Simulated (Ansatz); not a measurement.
The system is Ba2SrN2.

```
Ba Sr N
1.0
     3.93057    0.00000    0.00000
    -1.96529    3.40398    0.00000
     0.00000    0.00000   10.56066
Ba Sr N
2 1 2
Cartesian
  0.0000 2.2693 8.2851
  1.9653 1.1347 2.2756
  0.0000 0.0000 5.2803
  0.0000 2.2693 3.5828
  1.9653 1.1347 6.9779
```

The cell comes from a database or a generator and needn't be the stable form of this composition.

| Quantity | Value |
| --- | --- |
| Program | Ansatz 0.2.0 |
| Task | single point |
| Functional | PBE |
| Potentials or basis | Ansatz PAW |
| Cutoff | 420 eV (not typed: the program's choice for these potentials) |
| k mesh | 8 × 8 × 3 |
| Occupations | fermi-dirac, width 0.05 eV |
| Spin | no spin polarisation |

On this cell: pressure -1.0 GPa; largest force 0.256 eV/Å; band gap on the k mesh none (metal or under the smearing width).

The same run follows on a disturbed copy (atoms moved at random, drawn with an rms of 0.05 Å):

```
CELL_PARAMETERS angstrom
3.93057 0.00000 0.00000
-1.96529 3.40398 0.00000
0.00000 0.00000 10.56066
ATOMIC_POSITIONS crystal
Ba 0.33324 0.65870 0.78444
Ba 0.66449 0.32675 0.21684
Sr 0.00067 0.98973 0.49911
N 0.32688 0.66973 0.33973
N 0.66760 0.34078 0.66178
```

Question: What does the disturbed cell give?

Answer: The energy (extrapolated to zero smearing) moves by +0.4 meV/atom; pressure -0.9 GPa; largest force 0.232 eV/Å; band gap on the k mesh none (metal or under the smearing width).

Forces in eV/Å, atoms in the order of the input:
```
Ba  -0.041  0.072 -0.216
Ba  -0.042  0.044  0.155
Sr  -0.023  0.023  0.104
N    0.068 -0.053 -0.162
N    0.038 -0.086  0.119
```

Stress tensor (GPa, compression positive):
```
-0.95  0.01 -0.05
 0.01 -0.97  0.03
-0.05  0.03 -0.64
```
